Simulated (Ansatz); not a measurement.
# CH5Br2HfNO: a ladder of functionals and wavefunction methods

One table from this session's results is given with a row withheld; the runs are named, their logs left out.

Program: Ansatz 0.2.0, Gaussian basis. Level of theory: functionals in def2-TZVPP, the program's frozen cores in correlated methods. These are calculated values, not measurements.

The runs, in order: LDA (SPW92), PBE-D4, revPBE-D4, BLYP-D4, r2SCAN-D4, B97M-V, PBE0-D4, B3LYP-D4, r2SCANh-D4, r2SCAN0-D4, HSE06-D4, BHLYP-D4, CAM-B3LYP-D4, LC-ωPBE, ωB97X-V, ωB97M-V, B2PLYP, PBE-QIDH; CCSD(T)/def2-SVP; CCSD(T)/def2-TZVPP; MP2/def2-QZVPP; extrapolation to the limit.

### Structure used throughout

All runs share one geometry, relaxed beforehand with PBE0-D4 in a triple-zeta def2 set. Hf takes the def2 core potential; no spin-orbit term is included.

SMILES `C[O][Hf]([NH2])([Br])[Br]`, 11 atoms, charge 0, spin multiplicity 1.

Atoms are counted from 1 here; the program's logs count them from 0.

Bond lengths: C1–O2 1.394 Å, C1–H7 1.093 Å, C1–H8 1.093 Å, C1–H9 1.093 Å, O2–Hf3 1.882 Å, Hf3–N4 2.008 Å, Hf3–Br5 2.522 Å, Hf3–Br6 2.522 Å, N4–H10 1.010 Å, N4–H11 1.011 Å. Angles: O2–C1–H7 109.9°, O2–C1–H8 110.2°, O2–C1–H9 110.2°, H7–C1–H8 108.8°, H7–C1–H9 108.8°, H8–C1–H9 108.9°, C1–O2–Hf3 172.5°, O2–Hf3–N4 104.9°, O2–Hf3–Br5 111.0°, O2–Hf3–Br6 111.1°, N4–Hf3–Br5 109.7°, N4–Hf3–Br6 109.6°, Br5–Hf3–Br6 110.4°, Hf3–N4–H10 126.1°, Hf3–N4–H11 124.9°, H10–N4–H11 109.0°.

Set-up of the first run:

File in.yaml:

```yaml
crystal:
  periodic: [false, false, false]
  atoms:
    - {symbol: C, position_ang: [0.019868, -1.585442, -1.531177]}
    - {symbol: O, position_ang: [-0.115573, -0.522918, -0.638381]}
    - {symbol: Hf, position_ang: [-0.483111, 0.988473, 0.420876]}
    - {symbol: N, position_ang: [0.873336, 0.925269, 1.900055]}
    - {symbol: Br, position_ang: [-0.194553, 3.114963, -0.904500]}
    - {symbol: Br, position_ang: [-2.806699, 0.870375, 1.395249]}
    - {symbol: H, position_ang: [0.820457, -2.251991, -1.199032]}
    - {symbol: H, position_ang: [0.264444, -1.210552, -2.528677]}
    - {symbol: H, position_ang: [-0.912437, -2.154036, -1.584699]}
    - {symbol: H, position_ang: [1.588063, 0.222473, 2.023269]}
    - {symbol: H, position_ang: [0.946206, 1.603396, 2.646996]}
basis:
  gaussian: {orbitals: def2-TZVPP}
hamiltonian: {xc: lda}
output: {orbitals: {seedname: orbitals}}
```

Run with:

```console
$ ansatz run in.yaml --threads 2 --pin off --events-out ev --progress --plain --max-ram 31744MiB --backend cpu
```

Steps of the session up to this table: LDA; PBE-D4 (GGA); revPBE-D4 (GGA); BLYP-D4 (GGA); r2SCAN-D4 (meta-GGA); B97M-V (meta-GGA); PBE0-D4 (hybrid); B3LYP-D4 (hybrid); r2SCANh-D4 (hybrid); r2SCAN0-D4 (hybrid); HSE06-D4 (hybrid); BHLYP-D4 (hybrid); CAM-B3LYP-D4 (range-separated); LC-ωPBE (range-separated); ωB97X-V (range-separated); ωB97M-V (range-separated); B2PLYP (double hybrid); PBE-QIDH (double hybrid).

One of the session's tables, all rows but one given; the rest of the session is left out.

It belongs to the step «Orbital energies across the functionals». 

```
  functional  HOMO (eV)  gap (eV)
 LDA (SPW92)      -6.59      4.57
      PBE-D4      -6.40      4.63
   revPBE-D4      -6.33      4.65
     BLYP-D4      -6.24      4.61
   r2SCAN-D4          ?         ?
      B97M-V      -6.76      5.23
     PBE0-D4      -7.74      6.78
    B3LYP-D4      -7.47      6.32
  r2SCANh-D4      -7.22      5.94
  r2SCAN0-D4      -7.96      7.13
    HSE06-D4      -7.34      6.00
    BHLYP-D4      -8.92      8.93
CAM-B3LYP-D4      -9.07      9.20
     LC-ωPBE     -10.48     11.73
     ωB97X-V     -10.10     11.25
     ωB97M-V      -9.97     10.93
```

Q: Estimate the row for r2SCAN-D4 from the others.

Worked estimate for «HOMO (eV)». Against the share of exact exchange, r2SCANh-D4 (0.1, -7.22), r2SCAN0-D4 (0.25, -7.96) give a slope of -4.93 per unit share; at 0 the line stands at -6.73.

**Answer.** HOMO (eV): -6.72; gap (eV): 5.15. In «HOMO (eV)» the line misses by -0.01.
